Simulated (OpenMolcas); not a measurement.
# SnH3O2 (SMILES [OH][SnH][OH]): levels of theory compared

We compute a comparison of 3 runs (UHF/3-21G, UHF/def2-SVPD, ROMP2/def2-SVPD) of SnH3O2. 

Program for the calculation: OpenMolcas 26.06.

## Step 1: The structure to begin with

The species is SnH3O2 (6 atoms), meant as a doublet with charge 0. As SMILES, `[OH][SnH][OH]`. The shape is that of a PBE0-D4/def2-TZVP optimisation. This is one conformer, not always the lowest.

Bond lengths: O1–Sn2 1.978 Å, Sn2–O3 1.963 Å, O1–H4 0.960 Å, Sn2–H5 1.748 Å, O3–H6 0.962 Å. Angles: O1–Sn2–O3 99.7°, O1–Sn2–H5 110.6°, O3–Sn2–H5 104.3°, Sn2–O1–H4 115.0°, Sn2–O3–H6 112.0°.

## Step 2: Energy and gradient at UHF/3-21G (run 1)

The input, test.input:

```
&GATEWAY
  BASLIB=$CurrDir
  COORD
  6
  bohr
  O     -2.35894512    -1.29389548    -0.44106208
  Sn     0.78801579     0.57164215    -1.20866883
  O      2.67188377    -0.07237651     1.92128455
  H     -3.49977278    -1.48041145    -1.83983735
  H      0.24301878     3.82877410    -1.17975602
  H      2.23497909    -1.67429735     2.66092336
  BASIS=3-21G
  GROUP=NoSym

&SEWARD

&SCF
  UHF
  SPIN=2
  THRESHOLDS=1e-10 1e-07 1e-07 1e-05
  PRORBITALS=0

&ALASKA
```

The basis set 3-21G is read from a file made from the Basis Set Exchange's data (not shown).

Command:

```bash
$ export MOLCAS_MEM=1860
$ pymolcas test.input > test.log
```

Log:

```text
--- Start Module: gateway ---
[...]
--- Stop Module: gateway /rc=_RC_ALL_IS_WELL_ ---
[...]
      Basis functions           55
[...]
--- Start Module: scf ---
[...]
       Convergence after  16 Iterations
[...]
::    Total SCF energy                              -6146.9117761394
[...]
      Total spin, S                                     0.5051168817
[...]
      Total electronic charge=   69.000000
      Total            charge=   -0.000000
[...]
      Dipole Moment (debye):
      Origin of the operator (angstrom)=    0.3363    0.1618   -0.4154
                   X= -4.9116E-01               Y= -8.7673E-01               Z= -3.5217E+00           Total=  3.6622E+00
      Quadrupole Moment (debye*angstrom):
[...]
--- Stop Module: scf /rc=_RC_ALL_IS_WELL_ ---
--- Start Module: alaska ---
[...]
 *              Molecular gradients               *
 **************************************************
  Irreducible representation: a
 ------------------------------------------------------------------------------------------
                              X                       Y                       Z
 ------------------------------------------------------------------------------------------
  O1               -1.78378973849611E-02   -9.61650679419890E-03    5.58095040485185E-03
  SN2               4.10749812312972E-03    1.61742452337776E-03   -1.72557960588122E-02
  O3                7.65756063626810E-03   -4.11423786572440E-04    1.74202682868625E-02
  H4                9.64036989176797E-03    5.07956994600223E-03    1.80143082226358E-03
  H5                3.68156185792667E-05   -2.13404966658359E-03    3.19590066188197E-03
  H6               -3.60434688479006E-03    5.46498577794097E-03   -1.07427541170022E-02
 ------------------------------------------------------------------------------------------
--- Stop Module: alaska /rc=_RC_ALL_IS_WELL_ ---
[...]
```

Wall time 2.4 s (1 thread of Intel Xeon 6975P-C (Granite Rapids), shared host); peak memory 0.39 GiB.

## Step 3: Energy and gradient at UHF/def2-SVPD (core potential) (run 2)

The input, mol.input:

```
* H3O2Sn Hartree-Fock

&GATEWAY
 BASLIB = $CurrDir
 COORD
 6
 bohr
 O     -2.35894512    -1.29389548    -0.44106208
 Sn     0.78801579     0.57164215    -1.20866883
 O      2.67188377    -0.07237651     1.92128455
 H     -3.49977278    -1.48041145    -1.83983735
 H      0.24301878     3.82877410    -1.17975602
 H      2.23497909    -1.67429735     2.66092336
 BASIS = def2-SVPD
 GROUP = NoSym

&SEWARD

&SCF
 UHF
 SPIN = 2
 THRESHOLDS = 1e-10 1e-07 1e-07 1e-05
 PRORBITALS = 1 1

&ALASKA
```

The basis set def2-SVPD is read from a file made from the Basis Set Exchange's data (not shown).

Command:

```bash
$ export MOLCAS_MEM=1860
$ pymolcas mol.input > mol.log
```

Log:

```text
--- Start Module: gateway ---
[...]
--- Stop Module: gateway /rc=_RC_ALL_IS_WELL_ ---
[...]
      Basis functions          102
[...]
--- Start Module: scf ---
[...]
       Convergence after  18 Iterations
[...]
::    Total SCF energy                               -364.7065381740
[...]
      Total spin, S                                     0.5068971351
[...]
      Total electronic charge=   41.000000
      Total            charge=   -0.000000
[...]
      Dipole Moment (debye):
      Origin of the operator (angstrom)=    0.3363    0.1618   -0.4154
                   X= -4.2154E-01               Y= -2.2396E-01               Z= -3.0020E+00           Total=  3.0397E+00
      Quadrupole Moment (debye*angstrom):
[...]
--- Stop Module: scf /rc=_RC_ALL_IS_WELL_ ---
[...]
--- Start Module: alaska ---
[...]
 *              Molecular gradients               *
 **************************************************
  Irreducible representation: a
 ------------------------------------------------------------------------------------------
                              X                       Y                       Z
 ------------------------------------------------------------------------------------------
  O1                1.24842229108388E-02    1.86760265608399E-03    1.89671486271914E-02
  SN2              -5.02883467345505E-04   -1.04547385270024E-02   -1.26610383107462E-04
  O3                4.20344312130716E-03    2.11481918633822E-02   -7.92558401733601E-03
  H4               -8.85388420746658E-03    2.91433830271526E-04   -1.67789802059986E-02
  H5               -5.04032794195530E-04    4.14349571738803E-03    1.96495656083717E-03
  H6               -6.82686556317080E-03   -1.69959855400670E-02    3.89906941841511E-03
 ------------------------------------------------------------------------------------------
--- Stop Module: alaska /rc=_RC_ALL_IS_WELL_ ---
[...]
```

Run time: 13 s. Hardware: 1 thread of Intel Xeon 6975P-C (Granite Rapids), shared host; peak memory 0.57 GiB.

## Step 4: A single-point energy at ROMP2/def2-SVPD (core potential) (run 3)

The input, coord.xyz:

```xyz
6

O     -1.248300    -0.684700    -0.233400
Sn     0.417000     0.302500    -0.639600
O      1.413900    -0.038300     1.016700
H     -1.852000    -0.783400    -0.973600
H      0.128600     2.026100    -0.624300
H      1.182700    -0.886000     1.408100
```

The input, calc.input:

```
&GATEWAY
BasLib
$CurrDir
Coord
coord.xyz
Basis
def2-SVPD
Group
NoSym
&SEWARD
&SCF
UHF
Spin
2
Thresholds
1e-10 1e-07 1e-07 1e-05
PrOrbitals
1 1
&RASSCF
FileOrb
$Project.UnaOrb
Spin
2
Nactel
1 0 0
Inactive
20
Ras2
1
OutOrbitals
Canonical
OrbListing
NoCore
&CASPT2
IPEA
0.0
Frozen
6
```

The basis set def2-SVPD is read from a file made from the Basis Set Exchange's data (not shown).

Command:

```bash
$ export MOLCAS_MEM=1860
$ pymolcas calc.input > calc.log
```

Log:

```text
--- Start Module: gateway ---
[...]
--- Stop Module: gateway /rc=_RC_ALL_IS_WELL_ ---
[...]
      Basis functions          102
[...]
       Convergence after  18 Iterations
[...]
::    Total SCF energy                               -364.7065381739
[...]
      Total spin, S                                     0.5068971351
[...]
--- Start Module: rasscf ---
[...]
      Number of active orbitals                  1
[...]
      Spin quantum number                      0.5
[...]
      Active orbitals                            1
[...]
      Number of CSFs                             1
[...]
      Number of root(s) required                 1
[...]
      Convergence after  9 iterations
[...]
      printout of CI-coefficients larger than  0.05 for root  1
      energy=    -364.703793
      conf/sym  1     Coeff  Weight
             1  u   1.00000 1.00000
      Natural orbitals and occupation numbers for root  1
      sym 1:   1.000000
      ************************************************************************************************************************
      *                                                    Final results                                                     *
[...]
::    RASSCF root number  1 Total energy:   -364.70379329
[...]
      Total electronic charge=   41.000000
      Total            charge=   -0.000000
[...]
      Dipole Moment (debye):
      Origin of the operator (angstrom)=    0.3363    0.1618   -0.4154
                   X= -4.0432E-01               Y= -2.4623E-01               Z= -3.0322E+00           Total=  3.0689E+00
      Quadrupole Moment (debye*angstrom):
[...]
--- Stop Module: rasscf /rc=_RC_ALL_IS_WELL_ ---
[...]
--- Start Module: caspt2 ---
[...]
 ###    WARNING: User changed nr of frozen orbitals.                         ###
 ###############################################################################
[...]
      E2 (Variational):          -0.5209268412
      Total energy:            -365.2247201329
[...]
      Reference weight:           0.85641
[...]
::    CASPT2 Root  1     Total energy:   -365.22472013
[...]
--- Stop Module: caspt2 /rc=_RC_ALL_IS_WELL_ ---
[...]
```

It took 18 s on 1 thread of Intel Xeon 6975P-C (Granite Rapids), shared host; peak memory 0.57 GiB.

## Step 5: All runs side by side

```tsv
run	level	task	frozen core orbitals	energy (Eh)	dipole moment (D)	HOMO energy (eV)	LUMO energy (eV)	wall time
1	UHF/3-21G	gradient	–	-6146.911776	3.66	-8.74	0.12	2.4 s
2	UHF/def2-SVPD (core potential)	gradient	–	-364.706538	3.04	-9.46	-0.10	13 s
3	ROMP2/def2-SVPD (core potential)	energy	6	-365.224720	–	–	–	18 s
```

## Step 6: Summary of results

```
           quantity          value
run 3: total energy  -365.22472 Eh
```

In words: Some runs of one species differ in core potentials or relativity; totals across that change don't compare. In run 1 relativity is left out where basis or elements ask for it. All runs together took 33 s, the longest 18 s.
